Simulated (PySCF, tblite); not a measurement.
# C₅H₉O₃ radical: geometry, infrared bands and EPR parameters

Aim: predict the infrared bands and EPR parameters of C₅H₉O₃ radical (`[CH2][C@@H]1OCO[C@@H]1OC`).

Computed with tblite 0.8.0 and PySCF 2.14.0, with density-fitted response routines of our own, on a single molecule in the gas phase. Atoms count from 0, in the outputs and in this text.

## 1. Starting geometry

17 atoms, charge 0, multiplicity 2; geometry from: force field or distance geometry start.

Bonds of the start (Å): C0–C1 1.48, C1–O2 1.42, O2–C3 1.44, C3–O4 1.42, O4–C5 1.43, C5–O6 1.43, O6–C7 1.43, C5–C1 1.53, C0–H8 1.09, C0–H9 1.07, C1–H10 1.10, C3–H11 1.08, C3–H12 1.11, C5–H13 1.10, C7–H14 1.10, C7–H15 1.10, C7–H16 1.09.

## 2. Relaxing the molecule with GFN2-xTB

Job settings and geometry (Å):

```
{"job": {"kind": "relax", "xc": "GFN2-xTB", "basis": "xTB"}, "charge": 0, "multiplicity": 2}
C     -1.634400    -0.967700    -1.066100
C     -0.971500    -0.889200     0.257500
O     -1.786900    -0.109500     1.127400
C     -1.262400     1.225900     1.013200
O      0.012800     1.213000     0.385200
C      0.374100    -0.164600     0.327800
O      1.231700    -0.487700    -0.763600
C      2.485700     0.184800    -0.668100
H     -2.714200    -1.074600    -1.117000
H     -1.057000    -1.133300    -1.954200
H     -0.884700    -1.911900     0.663100
H     -1.954000     1.843100     0.449500
H     -1.163700     1.638100     2.037700
H      0.883400    -0.409600     1.274800
H      2.341800     1.272100    -0.742800
H      2.989000    -0.074700     0.272500
H      3.103400    -0.142200    -1.506800
```

The run is started by

```sh
OMP_NUM_THREADS=1 python probes_run.py task.json out
```

The driver reads the jobs from task.json and runs them one after another.

**Question.** This job is followed by: GFN2-xTB harmonic vibrations, gas phase; UKS B3LYP, pcH-1 on C H O, non-relativistic, mean-field spin-orbit, GIAO. Predict these results of the whole session: strongest single infrared mode (GFN2-xTB); zero-point energy (GFN2-xTB); g(iso) (B3LYP); ⟨S²⟩; largest a(iso) (averaged by class); surface potential, 1st and 99th percentile.

**Answer**, as computed:

```
                                 quantity                 value
strongest single infrared mode (GFN2-xTB)  993 cm⁻¹, 100 km/mol
             zero-point energy (GFN2-xTB)         83.7 kcal/mol
                           g(iso) (B3LYP)               2.00263
                                     ⟨S²⟩    0.754 (exact 0.75)
       largest a(iso) (averaged by class)   13C on C0, 92.8 MHz
    surface potential, 1st and 99th percentile    -1.41 V and 0.88 V
```

**Reading.** The optimisation took 114 steps and gained 0.357 eV; among the close pairs (by a distance rule), C1–C5 changed most, from 1.530 to 1.584 Å. All 45 modes are real, so the xTB geometry is a minimum. The strongest single mode, at 993 cm⁻¹, is spread over many atoms; the largest shares are those of C5, C3. Unscaled tight-binding wavenumbers are off by several per cent, some by more. Its intensities can rank the bands wrongly. Most of the unpaired spin sits on C0 (1.07 e). The isotropic g lies 0.3 ppt above the free-electron value.
